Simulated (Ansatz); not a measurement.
# SiGeB: the cost of one run

Computed with Ansatz 0.2.0 (DFT PBE, scalar-relativistic, plane waves, PAW, unless a step's input says otherwise).

**1. The starting structure**

The structure is hexagonal, space group P6/mmm (No. 191). The conventional cell has a = 4.666 Å, b = 4.666 Å, c = 4.251 Å, α = 90.00°, β = 90.00°, γ = 120.00°. Si (site symmetry -6m2) is surrounded by 2 Ge at 2.13 Å. Around Ge (site symmetry -6m2) lie 2 Si at 2.13 Å. Around B (site symmetry 6/mmm) lie 2 B at 2.13 Å.

Structure file:

```
Si Ge B
1.0
     4.66597    0.00000    0.00000
    -2.33299    4.04085    0.00000
     0.00000    0.00000    4.25124
Si Ge B
2 2 2
Direct
  0.33333 0.66667 0.00000
  0.66667 0.33333 0.00000
  0.33333 0.66667 0.50000
  0.66667 0.33333 0.50000
  0.00000 0.00000 0.50000
  0.00000 0.00000 0.00000
```

The cell is invented: random cell by space group and Wyckoff sites (P6/mmm, No. 191). Its size is a rough estimate.

**2. The guess as it stands, on a coarse mesh**

File input.yaml:

```yaml
crystal:
  lattice:
    - [4.66597226, 0.0, 0.0]
    - [-2.33298613, 4.04085051, 0.0]
    - [0.0, 0.0, 4.25124394]
  atoms:
    - { symbol: Si, position: [0.33333333, 0.66666667, 0.0] }
    - { symbol: Si, position: [0.66666667, 0.33333333, 0.0] }
    - { symbol: Ge, position: [0.33333333, 0.66666667, 0.5] }
    - { symbol: Ge, position: [0.66666667, 0.33333333, 0.5] }
    - { symbol: B, position: [0.0, 0.0, 0.5] }
    - { symbol: B, position: [0.0, 0.0, 0.0] }
basis:
  ecutwfc: 420
kpoints:
  mp_grid: { grid: [6, 6, 4] }
hamiltonian:
  xc: pbe
scf:
  occupations: { method: gaussian, width: 0.1 }
  lower_state_search: "off"
output:
  forces: true
  stress: true
  eigenvalues: true
```

Started as:

```
$ ansatz run input.yaml --threads 1 --pin off --max-ram 2048MiB --backend cpu --events-out ev --progress --plain --runs-dir out
```

What time and memory should one allow on 1 thread of Arm Neoverse V2, shared host?

About 2.8 s, with a peak of 0.34 GiB.
